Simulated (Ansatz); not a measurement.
# F2GeH4: the cost of one run

Program: Ansatz 0.2.0. Level of theory: RKS PBE-D4/def2-SVP. These are calculated values, not measurements.

## Step 1: The system as given

Bond lengths: Ge1–F2 2.030 Å, Ge1–F3 1.680 Å, Ge1–H4 1.549 Å, Ge1–H5 1.549 Å. Angles: F2–Ge1–F3 109.4°, F2–Ge1–H4 109.5°, F2–Ge1–H5 109.5°, F3–Ge1–H4 109.5°, F3–Ge1–H5 109.5°, H4–Ge1–H5 109.5°.

Coordinates:

```xyz
7

Ge    0.0000    0.0000    0.0000
F     0.0000    0.0000    2.0300
F     1.5842    0.0000   -0.5594
H    -0.7300    1.2648   -0.5162
H    -0.7300   -1.2648   -0.5162
H    -1.7556    0.0000    0.5833
H    -1.3158    0.0000    1.5287
```

## Step 2: A restrained relaxation towards end A

Springs on the bonds that form and break draw the guess towards this end; the thresholds are loose.

input.yaml reads:

```yaml
crystal:
  periodic: [false, false, false]
  atoms:
    - { symbol: Ge, position_ang: [0.0, 0.0, 0.0] }
    - { symbol: F, position_ang: [0.0, 0.0, 2.03] }
    - { symbol: F, position_ang: [1.5842, 0.0, -0.5594] }
    - { symbol: H, position_ang: [-0.73, 1.2648, -0.5162] }
    - { symbol: H, position_ang: [-0.73, -1.2648, -0.5162] }
    - { symbol: H, position_ang: [-1.7556, 0.0, 0.5833] }
    - { symbol: H, position_ang: [-1.3158, 0.0, 1.5287] }
basis:
  gaussian: { orbitals: def2-SVP }
hamiltonian:
  xc: pbe
  dispersion: d4
relax:
  f_tol: 0.15
  max_steps: 25
  restrain:
    - { distance: [0, 5], at: 2.75, k: 30.0 }
    - { distance: [6, 1], at: 2.12, k: 30.0 }
    - { distance: [0, 1], at: 1.68, k: 30.0 }
    - { distance: [6, 5], at: 0.66, k: 30.0 }
output:
  orbitals: {}
```

Started as:

```sh
$ ansatz run input.yaml --threads 1 --pin off --max-ram 2048MiB --backend cpu --events-out ev --progress --plain --runs-dir out
```

What time and memory should one allow on 1 thread of Intel Xeon Platinum 8488C (Sapphire Rapids), shared host?

About 11 s, with a peak of 0.16 GiB.
